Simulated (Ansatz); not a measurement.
**PdSiH3+ (singlet): from Hartree-Fock to the top rungs at distance Si2–H3 = 4.060 Å, def2-SVP**

How much of the correlation energy of PdSiH3+ (singlet) does each wave-function method recover here?

Program: Ansatz 0.2.0, Gaussian basis. Level of theory: def2-SVP, core rule «outside noble gas», up to 9 orbitals frozen. These are calculated values, not measurements.

Plan: UHF; CCSD(T) on RHF; CCSD(T) on UHF; CISD; CCSDT(Q) on RHF; CASSCF and NEVPT2, 2 electrons in 2 orbitals; CASSCF and NEVPT2, 8 electrons in 8 orbitals.

19 further runs of the same task are left out: 3 for a mislabelled method, 9 that didn't finish, 7 set aside as unsound or not needed.

## Step 1: The geometry

The geometry derives from a PBE0/def2-TZVP stationary point (not a proven minimum). One bond is set to the value named and the two fragments are kept rigid. No spin-orbit coupling is included. Elements past krypton take def2 core potentials.

5 atoms, charge 1, spin multiplicity 1.

Atoms are counted from 1 here; the program's logs count them from 0.

Bond lengths: Pd1–Si2 2.178 Å, Pd1–H5 1.643 Å, Si2–H4 1.477 Å, Si2–H5 1.719 Å. Angles: Si2–Pd1–H5 51.2°, Pd1–Si2–H4 122.5°, Pd1–Si2–H5 48.1°, H4–Si2–H5 115.7°, Pd1–H5–Si2 80.7°.

In the tables R marks a restricted determinant and U an unrestricted one; 'frontier' is the active space of 8 electrons in 8 orbitals; 'pair' is the active space of 2 electrons in 2 orbitals; energies count from the table's Hartree-Fock row.

## Step 2: UHF

in.yaml

```yaml
crystal:
  periodic: [false, false, false]
  atoms:
    - {symbol: Pd, position_ang: [-0.006543, 0.015854, 0.505945]}
    - {symbol: Si, position_ang: [-0.000986, 0.015854, -1.671677]}
    - {symbol: H, position_ang: [-0.408151, -3.384562, -3.852270]}
    - {symbol: H, position_ang: [-0.149129, 1.253063, -2.465065]}
    - {symbol: H, position_ang: [1.275561, 0.015854, -0.521098]}
basis:
  gaussian: {orbitals: def2-SVP}
total_charge: 1
magnetization: {spin_polarized: true, initial_magnetization: 0}
hamiltonian: {xc: hf}
output: {orbitals: {seedname: orbitals}}
```

On the command line:

```sh
> ansatz run in.yaml --threads 1 --pin off --events-out ev --progress --plain --max-ram 2393MiB
```

Log (excerpt; [...] marks lines left out):

```text
Functional definition: HF
  name "HF"
  cite "Fock, Z. Phys. 61, 126 (1930) doi:10.1007/BF01340294"
  parent pbe
[...]
655 factors; integrals over basis functions are off by at most 1.1e-3 eV
[...]
mean field -11352.46990828 eV, -417.1955741487 hartree, gradient 3.2e-5 eV, S^2 1.277080; 13 other end points of the search recorded, 0 dependent functions left out
reference -11352.46990828 eV, -417.1955741487 hartree; 17, 17 occupied and 47, 47 virtual orbitals, 655 factors
Total energy: -11352.46990828 eV, -417.1955741487 hartree
```

Run time: 9 s. Hardware: 1 thread of Intel Xeon Platinum 8488C, shared host.

From the report: ⟨S²⟩ of the determinant 1.277 (pure singlet: 0.00). The determinant is far from a pure spin state, so its energy mixes those of several spin states (harmless only where they are near-degenerate, as at dissociation).

The unrestricted solution breaks the spin symmetry, so the restricted determinant is unstable here.

## Step 3: CCSD(T) on RHF

in.yaml: that of step 2 with these lines changed.

```diff
@@ -11,4 +11,3 @@
 total_charge: 1
-magnetization: {spin_polarized: true, initial_magnetization: 0}
-hamiltonian: {xc: hf}
-output: {orbitals: {seedname: orbitals}}
+magnetization: {spin_polarized: false}
+correlation: {method: ccsd_t, electrons: outside_noble_gas}
```

Launched as before.

Log (excerpt; [...] marks lines left out):

```text
Functional definition: HF
  name "HF"
  cite "Fock, Z. Phys. 61, 126 (1930) doi:10.1007/BF01340294"
  parent pbe
[...]
655 factors; integrals over basis functions are off by at most 1.1e-3 eV
[...]
mean field -11348.48643162 eV, -417.0491840817 hartree, gradient 2.9e-6 eV, S^2 0.000000; 3 other end points of the search recorded, 0 dependent functions left out; unrestricted orbitals would lower it
determinant -11348.48643162 eV, -417.0491840817 hartree, with singles and doubles -11360.49838936 eV, -417.4906153868 hartree
determinant -11347.24368787 eV, -417.0035140912 hartree, with singles and doubles -11359.85016930 eV, -417.4667937389 hartree
[...]
unrestricted determinant -11352.46990828 eV, -417.1955741487 hartree, S^2 1.2771
9 core orbitals not correlated: weight in the atoms' cores, before any rotation towards them, 1.000 or more for the frozen orbitals, at most 0.000 for the correlated occupied ones
reference -11348.48643162 eV, -417.0491840817 hartree; 8, 8 occupied and 47, 47 virtual orbitals, 655 factors
second order -11.68441590 eV of doubles, -0.00000000 eV of singles
cycle   1  -10.37199218 eV  change    -1.5e0 eV  update   1.6e-1
[...]
cycle  23  -12.59362235 eV  change    1.2e-6 eV  update   4.1e-6
perturbative correction -1.17565910 eV, -0.0432046751 hartree
WARN: these amplitudes may be one of several solutions (largest doubles amplitude 0.76, level shift 7.21 eV)
Total energy: -11362.25571307 eV, -417.5551958418 hartree
```

Wall time 13 s (1 thread of Intel Xeon Platinum 8488C, shared host).

From the report: correlation -13.7693 eV; T1 0.047; largest double amplitude 0.76. The report flags that the cluster equations may have other roots.

## Step 4: CCSD(T) on UHF

in.yaml: that of step 3 with these lines changed.

```diff
@@ -11,3 +11,3 @@
 total_charge: 1
-magnetization: {spin_polarized: false}
+magnetization: {spin_polarized: true, initial_magnetization: 0}
 correlation: {method: ccsd_t, electrons: outside_noble_gas}
```

Launched as before.

Log (excerpt; [...] marks lines left out):

```text
Functional definition: HF
  name "HF"
  cite "Fock, Z. Phys. 61, 126 (1930) doi:10.1007/BF01340294"
  parent pbe
[...]
655 factors; integrals over basis functions are off by at most 1.1e-3 eV
[...]
mean field -11352.46990828 eV, -417.1955741487 hartree, gradient 2.6e-6 eV, S^2 1.277080; 27 other end points of the search recorded, 0 dependent functions left out
determinant -11352.46990828 eV, -417.1955741487 hartree, with singles and doubles -11361.55883994 eV, -417.5295862265 hartree
determinant -11352.25891293 eV, -417.1878202127 hartree, with singles and doubles -11361.47227155 eV, -417.5264048969 hartree
determinant -11352.25451544 eV, -417.1876586079 hartree, with singles and doubles -11361.52974881 eV, -417.5285171473 hartree
determinant -11351.55662826 eV, -417.1620117273 hartree, with singles and doubles -11360.04437067 eV, -417.4739305076 hartree
[...]
determinant -11352.25891293 eV, -417.1878202127 hartree, with singles and doubles -11361.53475823 eV, -417.5287012402 hartree
determinant -11352.25451544 eV, -417.1876586079 hartree, with singles and doubles -11361.55453737 eV, -417.5294281100 hartree
determinant -11348.48643162 eV, -417.0491840817 hartree, with singles and doubles -11360.49838924 eV, -417.4906153822 hartree
9 core orbitals not correlated: weight in the atoms' cores, before any rotation towards them, 1.000 or more for the frozen orbitals, at most 0.000 for the correlated occupied ones
reference -11352.46990828 eV, -417.1955741487 hartree; 8, 8 occupied and 47, 47 virtual orbitals, 655 factors
second order -8.51450118 eV of doubles, -0.00000000 eV of singles
cycle   1  -9.11298808 eV  change   -6.6e-6 eV  update   5.8e-6
cycle   2  -9.11299528 eV  change   -7.2e-6 eV  update   4.9e-6
perturbative correction -0.38045710 eV, -0.0139815406 hartree
Total energy: -11361.96336066 eV, -417.5444520889 hartree
```

Wall time 47 s (1 thread of Intel Xeon Platinum 8488C, shared host); peak memory 0.27 GiB.

From the report: ⟨S²⟩ of the determinant 1.277 (pure singlet: 0.00); correlation -9.4935 eV; T1 0.057; largest double amplitude 0.04. The determinant is far from a pure spin state, so its energy mixes those of several spin states (harmless only where they are near-degenerate, as at dissociation).

## Step 5: CISD

in.yaml: that of step 4 with these lines changed.

```diff
@@ -11,3 +11,2 @@
 total_charge: 1
-magnetization: {spin_polarized: true, initial_magnetization: 0}
-correlation: {method: ccsd_t, electrons: outside_noble_gas}
+correlation: {active_space: {ras: {orbitals: [8, 0, 47], electrons: 16, max_holes: 2, max_particles: 2}, fixed_orbitals: true}}
```

Same command.

Log:

```text
Functional definition: HF
  name "HF"
  cite "Fock, Z. Phys. 61, 126 (1930) doi:10.1007/BF01340294"
  parent pbe
  exchange = exact_x
  correlation = 0
655 factors; integrals over basis functions are off by at most 1.1e-3 eV
mean field evaluation 1: about -11325.8497 eV, gradient 7.6e1 eV
mean field evaluation 2: about -11325.9683 eV, gradient 7.6e1 eV
mean field evaluation 4: about -11337.5635 eV, gradient 4.4e1 eV
mean field evaluation 8: about -11348.2932 eV, gradient 2.0e0 eV
mean field evaluation 16: about -11348.4859 eV, gradient 2.0e-1 eV
mean field evaluation 32: about -11335.2426 eV, gradient 4.0e1 eV
mean field evaluation 64: about -11332.4108 eV, gradient 2.1e1 eV
mean field evaluation 96: about -11337.2744 eV, gradient 1.5e1 eV
mean field -11348.48643162 eV, -417.0491840817 hartree, gradient 2.9e-6 eV, S^2 0.000000; 3 other end points of the search recorded, 0 dependent functions left out
reference -11348.48643162 eV, -417.0491840817 hartree; 17, 17 occupied and 47, 47 virtual orbitals, 655 factors
state -11358.48641944 eV, -417.4166768556 hartree
Total energy: -11358.48641944 eV, -417.4166768556 hartree
```

Run time: 7.5 s. Hardware: 1 thread of Intel Xeon Platinum 8488C, shared host.

From the report: 202,665 determinants.

## Step 6: CCSDT(Q) on RHF

in.yaml: that of step 5 with these lines changed.

```diff
@@ -11,2 +11,3 @@
 total_charge: 1
-correlation: {active_space: {ras: {orbitals: [8, 0, 47], electrons: 16, max_holes: 2, max_particles: 2}, fixed_orbitals: true}}
+magnetization: {spin_polarized: false}
+correlation: {method: ccsdt_q, electrons: outside_noble_gas}
```

Launched as before.

Log (excerpt; [...] marks lines left out):

```text
Functional definition: HF
  name "HF"
  cite "Fock, Z. Phys. 61, 126 (1930) doi:10.1007/BF01340294"
  parent pbe
[...]
1122 factors; integrals over basis functions are off by at most 1.5e-7 eV
[...]
mean field -11348.48656176 eV, -417.0491888641 hartree, gradient 3.0e-6 eV, S^2 0.000000; 3 other end points of the search recorded, 0 dependent functions left out; unrestricted orbitals would lower it
determinant -11348.48656176 eV, -417.0491888641 hartree, with singles and doubles -11360.49853178 eV, -417.4906206205 hartree
determinant -11347.24381782 eV, -417.0035188667 hartree, with singles and doubles -11359.85030807 eV, -417.4667988384 hartree
[...]
unrestricted determinant -11352.47005389 eV, -417.1955795000 hartree, S^2 1.2771
9 core orbitals not correlated: weight in the atoms' cores, before any rotation towards them, 1.000 or more for the frozen orbitals, at most 0.000 for the correlated occupied ones
reference -11348.48656176 eV, -417.0491888641 hartree; 8, 8 occupied and 47, 47 virtual orbitals, 1122 factors
second order -11.68446465 eV of doubles, -0.00000000 eV of singles
cycle   1  -10.37201205 eV  change    -1.5e0 eV  update   1.7e-1
[...]
cycle  37  -13.48942223 eV  change    1.5e-7 eV  update   4.3e-7
perturbative correction -0.10636347 eV, -0.0039087853 hartree
WARN: these amplitudes may be one of several solutions (largest doubles amplitude 0.88, level shift 7.21 eV)
Total energy: -11362.08234745 eV, -417.5488247729 hartree
```

Run time: 3.8 min. Hardware: 1 thread of Intel Xeon Platinum 8488C, shared host; peak memory 2 GiB.

From the report: correlation -13.5958 eV; T1 0.054; largest double amplitude 0.88. The report flags that the cluster equations may have other roots.

## Step 7: CASSCF and NEVPT2, 2 electrons in 2 orbitals

in.yaml: that of step 6 with these lines changed.

```diff
@@ -11,3 +11,2 @@
 total_charge: 1
-magnetization: {spin_polarized: false}
-correlation: {method: ccsdt_q, electrons: outside_noble_gas}
+correlation: {method: sc_nevpt2, electrons: outside_noble_gas, active_space: {window: {electrons: 2, orbitals: 2}}}
```

The command is unchanged.

Log (excerpt; [...] marks lines left out):

```text
Functional definition: HF
  name "HF"
  cite "Fock, Z. Phys. 61, 126 (1930) doi:10.1007/BF01340294"
  parent pbe
[...]
655 factors; integrals over basis functions are off by at most 1.1e-3 eV
[...]
mean field -11348.48643162 eV, -417.0491840817 hartree, gradient 2.9e-6 eV, S^2 0.000000; 3 other end points of the search recorded, 0 dependent functions left out; unrestricted orbitals would lower it
reference -11348.48643162 eV, -417.0491840817 hartree; 17, 17 occupied and 47, 47 virtual orbitals, 655 factors
state -11352.24510338 eV, -417.1873127211 hartree
state -11352.24510338 eV, -417.1873127211 hartree; corrected -11361.48997561 eV, -417.5270555092 hartree
Total energy: -11361.48997561 eV, -417.5270555092 hartree
```

Run time: 2.3 s. Hardware: 1 thread of Intel Xeon Platinum 8488C, shared host.

From the report: 4 determinants; active occupations 1.13, 0.87.

## Step 8: CASSCF and NEVPT2, 8 electrons in 8 orbitals

in.yaml: that of step 7 with these lines changed.

```diff
@@ -11,2 +11,2 @@
 total_charge: 1
-correlation: {method: sc_nevpt2, electrons: outside_noble_gas, active_space: {window: {electrons: 2, orbitals: 2}}}
+correlation: {method: sc_nevpt2, electrons: outside_noble_gas, active_space: {window: {electrons: 8, orbitals: 8}}}
```

Launched as before.

Log (excerpt; [...] marks lines left out):

```text
Functional definition: HF
  name "HF"
  cite "Fock, Z. Phys. 61, 126 (1930) doi:10.1007/BF01340294"
  parent pbe
[...]
655 factors; integrals over basis functions are off by at most 1.1e-3 eV
[...]
mean field -11348.48643162 eV, -417.0491840817 hartree, gradient 2.9e-6 eV, S^2 0.000000; 3 other end points of the search recorded, 0 dependent functions left out; unrestricted orbitals would lower it
reference -11348.48643162 eV, -417.0491840817 hartree; 17, 17 occupied and 47, 47 virtual orbitals, 655 factors
state -11353.99795947 eV, -417.2517289944 hartree
state -11353.99795947 eV, -417.2517289944 hartree; corrected -11361.33712794 eV, -417.5214384608 hartree
state -11353.92761813 eV, -417.2491439976 hartree
state -11353.92761813 eV, -417.2491439976 hartree; corrected -11361.19512918 eV, -417.5162201028 hartree
state -11353.99795947 eV, -417.2517289944 hartree; corrected -11361.33712794 eV, -417.5214384608 hartree
state -11353.91918025 eV, -417.2488339114 hartree
state -11353.91918025 eV, -417.2488339114 hartree; corrected -11361.35846755 eV, -417.5222226772 hartree
state -11353.91918025 eV, -417.2488339114 hartree; corrected -11361.35846755 eV, -417.5222226772 hartree
WARN: the results are in doubt because another end's mean lies 0.079 eV lower, and its corrected mean 0.021 eV higher
Total energy: -11361.35846755 eV, -417.5222226772 hartree
In doubt: another end's mean lies 0.079 eV lower, and its corrected mean 0.021 eV higher
```

It took 20 s on 1 thread of Intel Xeon Platinum 8488C, shared host.

From the report: 4,900 determinants; active occupations 1.98, 1.97, 1.90, 1.14, 0.87, 0.10, 0.02, 0.02. The program marks this result as in doubt; its last lines say why.

## Step 9: Misses and costs

No level here is safe as a reference; RCCSDT(Q) serves as a yardstick only. Rows without a time come out of other runs: HF, MP2 and CCSD of CCSD(T), CCSDT of CCSDT(Q), CASSCF and MRCISD of the multireference runs.

Differences are taken before rounding.

```
     method  energy from the lowest RHF (meV)  from RCCSDT(Q) (meV)     time
        RHF                               0.0              +13595.9         
        UHF                           -3983.5               +9612.4         
       RMP2                          -11684.4               +1911.5         
       UMP2                          -12498.0               +1097.9         
       CISD                          -10000.0               +3595.9    7.5 s
      RCCSD                          -12593.6               +1002.3         
      UCCSD                          -13096.5                +499.4         
   RCCSD(T)                          -13769.3                -173.4     13 s
   UCCSD(T)                          -13476.9                +119.0     47 s
     RCCSDT                          -13489.6                +106.4         
  RCCSDT(Q)                          -13595.9                     0  3.8 min
CASSCF pair                           -3758.7               +9837.2         
NEVPT2 pair                          -13003.5                +592.4    2.3 s
```

Among the levels timed on like hardware and quicker than the yardstick, those that no quicker one beats, quickest first: NEVPT2 pair (2.3 s, +592.4 meV); RCCSD(T) (13 s, -173.4 meV); UCCSD(T) (47 s, +119.0 meV).

Left out of the table: CASSCF frontier, NEVPT2 frontier (the active space lost an orbital or holds another state than full CI finds).

The program flags RCCSD(T), RCCSDT(Q) as in doubt (see the logs), so the zero of the table is itself unsure.

## Step 10: Summary of results

| quantity | value |
| --- | --- |
| RCCSDT(Q) below the RHF energy | -13.5959 eV |
| RMP2 from RCCSDT(Q) | +1911.5 meV |
| UMP2 from RCCSDT(Q) | +1097.9 meV |
| RCCSD from RCCSDT(Q) | +1002.3 meV |
| RCCSD(T) from RCCSDT(Q) | -173.4 meV |
| UCCSD(T) from RCCSDT(Q) | +119.0 meV |
| NEVPT2 pair from RCCSDT(Q) | +592.4 meV |
| T1 diagnostic | 0.047 |

In words: RCCSD(T) misses by -173.4 meV, 1.3 % of the correlation energy. CCSD(T) misses by -173.4 meV on the restricted determinant and by +119.0 meV on the unrestricted one; the two need not hold the same state or core. Warnings: restricted reference is unstable; spin contamination; large T1 diagnostic.
